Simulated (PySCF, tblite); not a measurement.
**C2H5F2OSi2 radical: geometry, infrared bands and EPR parameters**

Wanted: the infrared bands and EPR parameters of C2H5F2OSi2 radical (`F[C@@H]1[CH][Si@@H](F)O[SiH2]1`), by calculation.

Computed with tblite 0.8.0 and PySCF 2.14.0, with density-fitted response routines of our own, on a single molecule in the gas phase. Atoms are numbered from 0 throughout.

### 1 Starting geometry

12 atoms, charge 0, multiplicity 2; geometry from: force field or distance geometry start.

Bonds of the start (Å): F0–C1 1.37, C1–C2 1.49, C2–Si3 1.83, Si3–F4 1.58, Si3–O5 1.70, O5–Si6 1.71, Si6–C1 1.94, C1–H7 1.09, C2–H8 1.08, Si3–H9 1.49, Si6–H10 1.48, Si6–H11 1.49.

### 2 Geometry optimisation with GFN2-xTB

Job settings and geometry (Å):

```
{"job": {"kind": "relax", "xc": "GFN2-xTB", "basis": "xTB"}, "charge": 0, "multiplicity": 2}
F      0.426600     1.556200     1.640500
C      0.494700     1.088500     0.358500
C     -0.876400     0.922400    -0.198600
Si    -1.300300    -0.794800    -0.668600
F     -1.465500    -0.870600    -2.241100
O      0.117900    -1.621400    -0.230000
Si     1.367100    -0.646600     0.418700
H      1.100800     1.788200    -0.221900
H     -1.601400     1.720900    -0.272700
H     -2.484200    -1.335700     0.059400
H      2.548400    -0.701000    -0.474600
H      1.673400    -1.106900     1.804500
```

On the command line:

```
OMP_NUM_THREADS=1 python probes_run.py task.json out
```

The driver reads the jobs from task.json and runs them one after another.

**Question.** This job is followed by: GFN2-xTB harmonic vibrations, gas phase; UKS B3LYP, pcH-1 on C F H O Si, non-relativistic, mean-field spin-orbit, GIAO. Predict these results of the whole session: strongest single infrared mode (GFN2-xTB); zero-point energy (GFN2-xTB); g(iso) (B3LYP); ⟨S²⟩; largest a(iso); surface potential, 1st and 99th percentile.

**Answer**, as computed:

```
                                 quantity                  value
strongest single infrared mode (GFN2-xTB)  2345 cm⁻¹, 320 km/mol
             zero-point energy (GFN2-xTB)          41.2 kcal/mol
                           g(iso) (B3LYP)                2.00249
                                     ⟨S²⟩     0.754 (exact 0.75)
                           largest a(iso)    1H on H7, 173.2 MHz
    surface potential, 1st and 99th percentile     -1.03 V and 1.89 V
```

The optimisation took 51 steps and gained 0.451 eV; among the close pairs (by a distance rule), O5–Si6 changed most, from 1.712 to 1.620 Å. All 30 modes are real, so the xTB geometry is a minimum. The strongest single mode, at 2345 cm⁻¹, moves mainly H11. GFN2-xTB is a fitted tight-binding method: band positions and strengths are rough. Its intensities can rank the bands wrongly. Most of the unpaired spin sits on C2 (0.93 e). The isotropic g lies 0.2 ppt above the free-electron value.
